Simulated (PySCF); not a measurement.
# C5H6N2O2: the cost of one run

Computed with PySCF 2.14.0, with density-fitted response routines of our own, on a single molecule, in the gas phase or a continuum. Atoms are numbered from 0 throughout.

### 1 The molecule as given

15 atoms, charge 0, multiplicity 1; geometry from: GFN2-xTB. The atoms were then displaced at random by about 0.01 Å, so the start is not that level's minimum.

Bonds of the start (Å): C0–C1 1.47, C1–O2 1.21, C1–C3 1.52, C3–N4 1.29, N4–O5 1.35, O5–C6 1.34, C6–C7 1.48, C6–N8 1.31, N8–C3 1.34, C0–H9 1.08, C0–H10 1.10, C0–H11 1.10, C7–H12 1.07, C7–H13 1.08, C7–H14 1.08.

### 2 Optimising the geometry at PBE0-D3(BJ)/def2-TZVP

What the job is given:

```
{"job": {"xc": "PBE0", "basis": "def2-TZVP", "d3": "d3bj", "grid": 2, "shake": 0.01, "kind": "geom"}, "charge": 0, "multiplicity": 1}
C     -2.512670     0.541200     0.048100
C     -1.926200    -0.568250     0.814900
O     -2.558530    -1.348590     1.481820
C     -0.410030    -0.631290     0.670100
N      0.315260    -1.533390     1.235590
O      1.571150    -1.223980     0.852210
C      1.504100    -0.155090     0.053630
C      2.729490     0.427890    -0.548160
N      0.269020     0.256030    -0.069410
H     -2.290290     0.454420    -1.000140
H     -2.110100     1.504480     0.387520
H     -3.604750     0.575620     0.189010
H      3.188570    -0.318300    -1.159570
H      2.426500     1.277990    -1.150010
H      3.393160     0.723890     0.244730
```

Launch:

```
> OMP_NUM_THREADS=2 python probes_run.py task.json out
```

One launch serves the whole session: the jobs run in the order shown.

Q: Estimate the wall time and peak memory of this first job on 2 threads of Intel Xeon at 2.50GHz, shared host.

About 12 min, with a peak of 1.9 GiB.
